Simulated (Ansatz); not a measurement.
**ZnNi and its elements: formation energy from the elements from a Python script**

Wanted for ZnNi and its elements: a formation energy from the elements.

The COD entry's cell or inner coordinates are ideal or old and differ from later refinements, so a difference from it is no clean test against experiment.

All numbers are computed with Ansatz 0.2.0, driven from Python. Level of theory: DFT LDA, plane waves, PAW.

### Step 1. The system

ZnNi Pm-3m: It takes space group Pm-3m (No. 221, cubic). The conventional cell has a = 2.908 Å, b = 2.908 Å, c = 2.908 Å, α = 90.00°, β = 90.00°, γ = 90.00°. Around Zn (site symmetry m-3m) lie 8 Ni at 2.52 Å. Ni (site symmetry m-3m) has 8 Zn at 2.52 Å as nearest neighbours.

Zn P6_3/mmc: It takes space group P6_3/mmc (No. 194, hexagonal). The conventional cell has a = 2.670 Å, b = 2.670 Å, c = 4.966 Å, α = 90.00°, β = 90.00°, γ = 120.00°. Zn (site symmetry -6m2) is surrounded by 12 Zn at 2.67 to 2.92 Å.

Ni Fm-3m: Symmetry: Fm-3m, No. 225, cubic system. Conventional cell: a = 3.524 Å, b = 3.524 Å, c = 3.524 Å, α = 90.00°, β = 90.00°, γ = 90.00°. Ni (site symmetry m-3m) is surrounded by 12 Ni at 2.49 Å.

The script holds or builds the structure itself.

### Step 2. The code

znni_formation.py reads:

```python
from collections import Counter
import csv

import ansatz as az
from ase import Atoms
import numpy as np

POLARISED = {"ZnNi", "Ni"}


def ground_state(name, crystal):
    calc = (
        crystal.calculation()
        .functional(az.Functional.LDA)
        .initial_density(normalization="cell")
        .scf(tolerance=1e-08, max_iterations=60)
        .basis(520)
        .kpoints(spacing=0.39)
        .occupations("fermi_dirac", width=0.1)
        .stress()
    )
    if name in POLARISED:
        calc = calc.spin("collinear")
    calc = calc.relax(force_tolerance=0.02, cell=True)
    return calc.run(threads=1)


def counts(outcome):
    return Counter(site.symbol for site in outcome.lattice.sites)

def formation_energy(outcome, mu):
    n = counts(outcome)
    return (outcome.report["energy_sigma0_ev"] - sum(k * mu[element] for element, k in n.items())) / sum(n.values())


def volume_per_atom(outcome):
    return abs(np.linalg.det(outcome.lattice.cell_ang)) / len(outcome.lattice.sites)

phases = {}
znni = (
    az.Lattice.cubic(2.9083)
    .space_group(221)
    .atom("Zn", (0.5, 0.5, 0.5))
    .atom("Ni", (0.0, 0.0, 0.0))
    .moments(Ni=1.5)
)
phases["ZnNi"] = znni
atoms = Atoms(
    ["Zn", "Zn"],
    scaled_positions=[
        (1 / 3, 2 / 3, 0.25),
        (2 / 3, 1 / 3, 0.75),
    ],
    cell=[
        (2.67, 0.0, 0.0),
        (-1.335, 2.312288, 0.0),
        (0.0, 0.0, 4.966),
    ],
    pbc=True,
)
zn = az.Crystal.from_ase(atoms)
phases["Zn"] = zn
ni = (
    az.Lattice.fcc(3.52387)
    .space_group(225)
    .atom("Ni", (0.0, 0.0, 0.0))
    .primitive()
    .moments(Ni=1.5)
)
phases["Ni"] = ni

done = {name: ground_state(name, crystal) for name, crystal in phases.items()}

references = {"Zn": "Zn", "Ni": "Ni"}
mu = {element: done[name].report["energy_sigma0_ev"] / len(done[name].lattice.sites) for element, name in references.items()}

target = done["ZnNi"]
heat = formation_energy(target, mu)
rows = [(name, len(o.lattice.sites), volume_per_atom(o), formation_energy(o, mu)) for name, o in done.items()]
with open("formation.csv", "w", newline="") as handle:
    writer = csv.writer(handle)
    writer.writerow(["phase", "atoms", "V (A^3/atom)", "E_form (eV/atom)"])
    writer.writerows([round(v, 4) if isinstance(v, float) else v for v in row] for row in rows)
print(open("formation.csv").read())
```

### Step 3. Launch

Started as:

```
$ python znni_formation.py
```

Output:

```text
DeckWarning: relax.cell: scf.convergence.dr2_threshold = 1e-8 eV is looser than the 2e-10 eV advised for a relaxation that steers and ends on the stress (1e-10 eV for each atom of the cell: 2). What an SCF threshold leaves in a stress goes as its square root, and in the free energy as the threshold itself, and one threshold admits the most on a small cell: of the crystals measured, under no hybrid functional and no lock of the moments, on runs that ended without the residual-converged pass, on stresses that held no estimate of that error, the worst erred by over 100 MPa in a component at 1e-7 eV an atom and by under 5 at 1e-10. Set scf.convergence.dr2_threshold to 2e-10 eV or tighter. The [...]
RunWarning: the starting moments were not kept: the SCF closed with an absolute magnetisation of 1.0e-7 μB, where they sum to 1.5 μB in size (1 site). That is at most 0.1 of that sum. Measured as dr2_m measures the in/out step, that magnetisation stands 2.2e-14 eV from none, at or under the dr2_threshold of 1.0e-8 eV: it is no larger than a step whose dr2_m would equal this threshold. The system may hold no moment; this SCF shows only that its start led to no more than that. To try another start: raise the starting moments (crystal.atoms[].spin, magnetization.per_species, magnetization.initial_magnetization, or on a non-collinear deck that types none of these the spinor_matrix: blocks that [...]
DeckWarning: relax.cell: scf.convergence.dr2_threshold = 1e-8 eV is looser than the 1e-10 eV advised for a relaxation that steers and ends on the stress (1e-10 eV for each atom of the cell: 1). What an SCF threshold leaves in a stress goes as its square root, and in the free energy as the threshold itself, and one threshold admits the most on a small cell: of the crystals measured, under no hybrid functional and no lock of the moments, on runs that ended without the residual-converged pass, on stresses that held no estimate of that error, the worst erred by over 100 MPa in a component at 1e-7 eV an atom and by under 5 at 1e-10. Set scf.convergence.dr2_threshold to 1e-10 eV or tighter. The [...]
phase,atoms,V (A^3/atom),E_form (eV/atom)
ZnNi,2,11.0696,-0.2628
Zn,2,13.5867,0.0
Ni,1,10.0707,0.0
```

(Warnings from the package without file and line, shortened, repeats left out.)

Run time: 26 s. Hardware: 1 thread of Arm Neoverse V2, shared host; peak memory 0.39 GiB.

### Step 4. What each run gave

The 3 runs, in the order started:

| run | system | space group at the end | spin polarised | energy (eV/atom) | from the elements (meV/atom) | final volume (Å³/atom) | moment (μB/cell) | SCF cycles in all | CPU time (s) |
| --- | --- | --- | --- | --- | --- | --- | --- | --- | --- |
| 1 | ZnNi (2 atoms) | Pm-3m | yes | -4510.0970 | -262.8 | 11.07 | 0.00 | 63 | 13 |
| 2 | Zn (2 atoms) | P6_3/mmc | not set | -3246.2910 | 0.0 | 13.59 | 0.00 | 41 | 6.6 |
| 3 | Ni (1 atom) | Fm-3m | yes | -5773.3773 | 0.0 | 10.07 | 0.69 | 56 | 5.8 |

Energies are extrapolated to zero smearing width, as in the script. Totals carry meaning only in balanced differences at one level of theory.

### Step 5. How the relaxation of run 1 went

Relaxation path:

| step | E - E(step 1) (eV/cell) | largest force component (eV/Å) | pressure (GPa) | volume (Å³) |
| --- | --- | --- | --- | --- |
| 1 | 0.0000 | 0.0000 | -15.55 | 24.60 |
| 2 | -0.1119 | 0.0000 | -6.99 | 23.05 |
| 3 | -0.1316 | 0.0000 | 1.87 | 21.93 |
| 4 | -0.1328 | 0.0000 | -0.15 | 22.16 |
| 5 | -0.1328 | 0.0000 | 0.00 | 22.14 |
| 6 | -0.1323 | 0.0000 | 0.01 | 22.14 |

Step 1 is the start. Step 6 repeats the geometry before it on a plane-wave basis chosen anew for that cell, so its energy need not be comparable with the rows above.

|  | before | after | change |
| --- | --- | --- | --- |
| a (Å) | 2.908 | 2.808 | -3.5 % |
| b (Å) | 2.908 | 2.808 | -3.5 % |
| c (Å) | 2.908 | 2.808 | -3.5 % |
| volume (Å³/atom) | 12.30 | 11.07 | -10.0 % |
| shortest distance (Å) | 2.519 | 2.432 | -3.5 % |
| space group (0.01 Å) | Pm-3m | Pm-3m | same |

The run keeps the 48 symmetry operations of the start, so it could not have lowered the symmetry.

### Step 6. The relaxation of run 2, step by step

Relaxation path:

| step | E - E(step 1) (eV/cell) | largest force component (eV/Å) | pressure (GPa) | volume (Å³) |
| --- | --- | --- | --- | --- |
| 1 | 0.0000 | 0.0000 | -9.47 | 30.66 |
| 2 | -0.1112 | 0.0000 | -1.97 | 27.60 |
| 3 | -0.1169 | 0.0000 | 0.29 | 27.02 |
| 4 | -0.1182 | 0.0000 | 0.45 | 27.06 |
| 5 | -0.1183 | 0.0000 | -0.01 | 27.17 |
| 6 | -0.1180 | 0.0000 | 0.01 | 27.17 |
| 7 | -0.1180 | 0.0000 | 0.00 | 27.17 |
| 8 | -0.1180 | 0.0000 | 0.00 | 27.17 |

Step 1 is the start. Steps 6, 8 each repeat the geometry before them on a plane-wave basis chosen anew, so the energy can jump there without any move.

|  | before | after | change |
| --- | --- | --- | --- |
| a (Å) | 2.670 | 2.561 | -4.1 % |
| b (Å) | 2.670 | 2.561 | -4.1 % |
| c (Å) | 4.966 | 4.784 | -3.7 % |
| volume (Å³/atom) | 15.33 | 13.59 | -11.4 % |
| shortest distance (Å) | 2.670 | 2.561 | -4.1 % |
| space group (0.01 Å) | P6_3/mmc | P6_3/mmc | same |

Forces and stress were held to the start's 24 operations: a distortion of lower symmetry was not tested.

### Step 7. Results

| quantity | value |
| --- | --- |
| runs compared | 3 |
| energy of ZnNi (run 1) from the elements | -263 meV/atom |

ZnNi lies 263 meV/atom below its elements, which says nothing yet of competing compounds. In run 1, over 4 moves the cell shrank by 10.0 % in volume, and the space group stayed Pm-3m. In run 2, over 5 moves the cell shrank by 11.4 % in volume, and the space group stayed P6_3/mmc. Reading the output:
- The SCF didn't keep the moments it started from (some shrank, vanished or turned); what is printed is the state reached.
- For the metals among these cells the mesh is coarse, so their volumes and pressures are rough.
- The compound is the structure given, not necessarily its lowest; energies are at zero temperature, with no correction for gases. Magnetic phases start from parallel moments and may not end in their lowest magnetic state. A semilocal functional's error on such energies is often 0.05 to 0.1 eV an atom, and 0.1 to 0.3 eV against gases such as O2 or F2. The starting moments were not kept in at least one run, so it stands on a weaker or other magnetic state than the one typed.
